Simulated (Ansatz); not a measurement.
ClTe, an atomisation energy

Computed with the Ansatz DFT code, driven from Python.

At the Python prompt:
```pycon
>>> from collections import Counter
>>> import ansatz
>>> def total_energy(molecule, charge=0, unpaired=0):
...     calc = (
...         molecule.calculation()
...         .basis(gaussian="def2-SVPD")
...         .correlation("ccsd_t")
...     )
...     if charge:
...         calc = calc.charge(charge)
...     if unpaired:
...         calc = calc.spin("collinear", total=unpaired)
...     report = calc.run().report
...     if report["published_state_doubts"]:
...         print("  doubts:", report["published_state_doubts"])
...     return report["free_energy_ev"]
...
>>> geometry_ang = [
...     ("Te", (0.0, 0.0, 0.0)),
...     ("Cl", (0.0, 0.0, 2.29)),
... ]
>>> molecule = ansatz.Crystal.molecule()
>>> for symbol, xyz in geometry_ang:
...     molecule = molecule.atom(symbol, xyz)
...
>>> # Hund ground states
>>> unpaired = {"Te": 2, "Cl": 1}
>>> counts = Counter(site.symbol for site in molecule.cartesian_sites)
>>> atom_energy = {s: total_energy(ansatz.Crystal.molecule().atom(s, (0, 0, 0)), 0, unpaired[s]) for s in counts}
>>> whole = total_energy(molecule, 0, 1)
>>> for s, e in atom_energy.items():
...     print(f"{s:2s} x{counts[s]}  {e:14.5f} eV")
...
Te x1     -7267.99077 eV
Cl x1    -12502.68976 eV
>>> print(f"ClTe: {whole:.5f} eV")
ClTe: -19772.81636 eV
>>> split = sum(counts[s] * e for s, e in atom_energy.items()) - whole
>>> print(f"atomisation energy (no zero-point term): {96.485332 * split:.1f} kJ/mol, {split / sum(counts.values()):.3f} eV an atom")
atomisation energy (no zero-point term): 206.1 kJ/mol, 1.068 eV an atom
```

206.1 kJ/mol from the electronic energies, without the zero-point term.

Caveats:
- Total energies depend on the basis set; only differences at equal settings carry meaning.
- The geometry is a force-field or estimated start, not a minimum of this method, and the basis set is short of its limit. All parts are taken at fixed geometry, without zero-point energy.
- def2 sets replace the cores of elements past krypton by effective core potentials.
- The species is open-shell (spin multiplicity 2).
- In double-zeta sets correlated atomisation energies come out some 10 to 15 % low.
- The spin-orbit lowering of heavy atoms is left out.
- The spin state was assumed, and another may lie lower.
- Hardware and time: 11 s on 1 thread of Intel(R) Xeon(R) Processor @ 2.30GHz, on a shared host, peak memory 0.32 GiB.
